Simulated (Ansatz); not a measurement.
# CH6ClNSi2: a ladder of functionals and wavefunction methods

How much do the methods differ for CH6ClNSi2? The plan is to run it at one geometry with functionals of several rungs and with coupled cluster, and see how far each lands from CCSD(T) at the basis-set limit for the atomisation energy.

The runs use Ansatz 0.2.0, Gaussian basis; functionals in def2-TZVPP, the program's frozen cores in correlated methods.

The runs, in order: LDA (SPW92), PBE-D4, revPBE-D4, BLYP-D4, r2SCAN-D4, B97M-V, PBE0-D4, B3LYP-D4, r2SCANh-D4, r2SCAN0-D4, HSE06-D4, BHLYP-D4, CAM-B3LYP-D4, LC-ωPBE, ωB97X-V, ωB97M-V, B2PLYP, PBE-QIDH; CCSD(T)/def2-SVP; CCSD(T)/def2-TZVPP; MP2/def2-QZVPP; extrapolation to the limit; RPA on PBE.

### Step 1. Structure used throughout

An earlier PBE0-D4 in a triple-zeta def2 set relaxation fixed the geometry.

SMILES `[SiH3][C@@H]1N[Si@H]1Cl`, 11 atoms, charge 0, spin multiplicity 1.

Atoms are counted from 1 here; the program's logs count them from 0.

Bond lengths: Si1–C2 1.861 Å, Si1–H6 1.489 Å, Si1–H7 1.487 Å, Si1–H8 1.489 Å, C2–N3 1.533 Å, C2–Si4 1.823 Å, C2–H9 1.093 Å, N3–Si4 1.696 Å, N3–H10 1.009 Å, Si4–Cl5 2.041 Å, Si4–H11 1.471 Å. Angles: C2–Si1–H6 111.3°, C2–Si1–H7 109.4°, C2–Si1–H8 109.6°, H6–Si1–H7 108.6°, H6–Si1–H8 108.7°, H7–Si1–H8 109.1°, Si1–C2–N3 114.4°, Si1–C2–Si4 126.2°, Si1–C2–H9 116.2°, N3–C2–Si4 60.0°, N3–C2–H9 115.3°, Si4–C2–H9 112.3°, C2–N3–Si4 68.5°, C2–N3–H10 116.4°, Si4–N3–H10 128.2°, C2–Si4–N3 51.5°, C2–Si4–Cl5 118.2°, C2–Si4–H11 127.4° and more.

### Step 2. LDA

This LDA is Slater exchange with PW92 correlation.

in.yaml reads:

```yaml
crystal:
  periodic: [false, false, false]
  atoms:
    - {symbol: Si, position_ang: [-0.946796, 0.997938, -1.069936]}
    - {symbol: C, position_ang: [0.462672, 0.211774, -0.142969]}
    - {symbol: N, position_ang: [0.470160, -1.320786, -0.182571]}
    - {symbol: Si, position_ang: [0.334051, -0.741394, 1.405492]}
    - {symbol: Cl, position_ang: [1.935868, -0.746527, 2.670320]}
    - {symbol: H, position_ang: [-0.824202, 0.770730, -2.536336]}
    - {symbol: H, position_ang: [-2.231502, 0.411638, -0.605732]}
    - {symbol: H, position_ang: [-0.958236, 2.464380, -0.812186]}
    - {symbol: H, position_ang: [1.440481, 0.686631, -0.257119]}
    - {symbol: H, position_ang: [1.268097, -1.754803, -0.621776]}
    - {symbol: H, position_ang: [-0.884994, -1.036584, 2.173312]}
basis:
  gaussian: {orbitals: def2-TZVPP}
hamiltonian: {xc: lda}
output: {orbitals: {seedname: orbitals}}
```

Started as:

```bash
> ansatz run in.yaml --threads 4 --pin off --events-out ev --progress --plain --max-ram 10444MiB
```

After this run come: PBE-D4 (GGA); revPBE-D4 (GGA); BLYP-D4 (GGA); r2SCAN-D4 (meta-GGA); B97M-V (meta-GGA); PBE0-D4 (hybrid); B3LYP-D4 (hybrid); r2SCANh-D4 (hybrid); r2SCAN0-D4 (hybrid); HSE06-D4 (hybrid); BHLYP-D4 (hybrid); CAM-B3LYP-D4 (range-separated); LC-ωPBE (range-separated); ωB97X-V (range-separated); ωB97M-V (range-separated); B2PLYP (double hybrid); PBE-QIDH (double hybrid); CCSD(T) in def2-SVP; CCSD(T) in def2-TZVPP; MP2 in def2-QZVPP; RPA on PBE orbitals.

Q: Predict the results of all the runs planned. Wanted: atomisation energy, CCSD(T)/CBS; farthest beyond LDA; mean size of error, GGA; mean size of error, meta-GGA; mean size of error, hybrid; mean size of error, range-separated; mean size of error, double hybrid; gap, smallest and largest; T1 diagnostic.

**Answer**, as computed:

| quantity | value |
| --- | --- |
| atomisation energy, CCSD(T)/CBS | 37.890 eV |
| functionals within 0.189 eV (0.5 %) | r2SCAN-D4, PBE0-D4, B3LYP-D4, r2SCANh-D4, HSE06-D4, CAM-B3LYP-D4 |
| farthest beyond LDA | BHLYP-D4 (-1.001 eV) |
| mean size of error, GGA | 0.359 eV |
| mean size of error, meta-GGA | 0.130 eV |
| mean size of error, hybrid | 0.318 eV |
| mean size of error, range-separated | 0.213 eV |
| mean size of error, double hybrid | 0.462 eV |
| gap, smallest and largest | 4.66 eV (LDA (SPW92)), 11.65 eV (LC-ωPBE) |
| T1 diagnostic | 0.0116 |
| triples share of the correlation energy | 4.1 % |

What this shows: LDA overbinds by 5.194 eV (14 %). PBE-D4 misses by +0.450 eV. Double hybrids carry the basis error of their MP2 part in triple zeta, and no dispersion term here, so their miss is partly the set-up's. Taken by rung, meta-GGA functionals do best (0.130 eV on average) and double hybrid ones worst beyond LDA (0.462 eV). The gap between the best rungs is small, so their order is not settled. The reference freezes the cores and leaves out relativity and excitations past (T), so misses under about 0.189 eV can't be ranked. Hartree-Fock recovers 71 % of the binding; the rest is correlation. CCSD(T) in def2-SVP is off by -2.988 eV, worse than the median functional, from the basis alone. The gap grows from 4.7 to 11.6 eV across the functionals, mostly with the share of exact exchange.
